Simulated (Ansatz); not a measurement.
# CH₆BNOSi: one species, many methods

An exercise on one series of results from a longer session: the logs are not shown, and one member is left open.

Program: Ansatz 0.2.0, Gaussian basis. Level of theory: functionals in def2-TZVPP, the program's frozen cores in correlated methods. These are calculated values, not measurements.

The runs, in order: PBE-D4, r2SCAN-D4, PBE0-D4, B3LYP-D4, ωB97X-V, ωB97M-V, B2PLYP; CCSD(T)/def2-TZVPP; MP2/def2-QZVPP; extrapolation to the limit.

### Structure used throughout

An earlier PBE0-D4 in a triple-zeta def2 set relaxation fixed the geometry.

SMILES `B[SiH2]C(=N)O`, 11 atoms, charge 0, spin multiplicity 1.

Atoms are counted from 1 here; the program's logs count them from 0.

Bond lengths: B1–Si2 2.007 Å, B1–H6 1.196 Å, B1–H7 1.195 Å, Si2–C3 1.902 Å, Si2–H8 1.494 Å, Si2–H9 1.483 Å, C3–N4 1.264 Å, C3–O5 1.357 Å, N4–H10 1.024 Å, O5–H11 0.967 Å. Angles: Si2–B1–H6 119.8°, Si2–B1–H7 122.4°, H6–B1–H7 117.8°, B1–Si2–C3 112.5°, B1–Si2–H8 106.1°, B1–Si2–H9 113.3°, C3–Si2–H8 108.1°, C3–Si2–H9 107.6°, H8–Si2–H9 109.2°, Si2–C3–N4 120.1°, Si2–C3–O5 112.9°, N4–C3–O5 127.0°, C3–N4–H10 113.3°, C3–O5–H11 109.7°.

Set-up of the first run:

in.yaml

```yaml
crystal:
  periodic: [false, false, false]
  atoms:
    - {symbol: B, position_ang: [-1.195731, -0.073444, 1.797700]}
    - {symbol: Si, position_ang: [-0.033922, -0.962225, 0.423051]}
    - {symbol: C, position_ang: [0.619353, 0.261965, -0.877849]}
    - {symbol: N, position_ang: [1.838299, 0.595180, -0.878319]}
    - {symbol: O, position_ang: [-0.352435, 0.721433, -1.706006]}
    - {symbol: H, position_ang: [-1.468318, -0.651445, 2.808548]}
    - {symbol: H, position_ang: [-1.665389, 1.012440, 1.632353]}
    - {symbol: H, position_ang: [-0.902725, -1.958608, -0.272237]}
    - {symbol: H, position_ang: [1.136427, -1.661003, 1.008022]}
    - {symbol: H, position_ang: [2.068946, 1.286010, -1.598544]}
    - {symbol: H, position_ang: [0.020995, 1.372695, -2.316121]}
basis:
  gaussian: {orbitals: def2-TZVPP}
hamiltonian: {xc: pbe, dispersion: d4}
output: {forces: true, orbitals: {seedname: orbitals}}
```

Started as:

```bash
> ansatz run in.yaml --threads 4 --pin off --events-out ev --progress --plain --max-ram 10444MiB
```

Among the steps run: PBE-D4 (GGA); r2SCAN-D4 (meta-GGA); PBE0-D4 (hybrid); B3LYP-D4 (hybrid); ωB97X-V (range-separated); ωB97M-V (range-separated); B2PLYP (double hybrid); CCSD(T) in def2-TZVPP; MP2 in def2-QZVPP.

One table of the session follows, with a row left open; its other results are not shown here.

```
            method  atomisation energy (kJ/mol)
            PBE-D4                       3970.1
         r2SCAN-D4                       3884.6
           PBE0-D4                       3877.2
          B3LYP-D4                       3890.8
           ωB97X-V                       3897.2
           ωB97M-V                       3891.1
            B2PLYP                       3837.1
     HF/def2-TZVPP                       2724.0
    MP2/def2-TZVPP                       3812.9
   CCSD/def2-TZVPP                       3686.4
CCSD(T)/def2-TZVPP                       3751.7
           MP2/CBS                            ?
       CCSD(T)/CBS                       3863.3
```

Estimate the missing values for MP2/CBS.

The run gave: atomisation energy (kJ/mol): 3924.5. In the column «atomisation energy (kJ/mol)» it lies between ωB97X-V (3897.2) and PBE-D4 (3970.1).

Limits of these values: Free atoms (1 B, 1 Si, 1 C, 1 N, 1 O, 6 H) were run apart at each level; the atomisation energy is their sum less the molecule, without zero-point or spin-orbit terms.
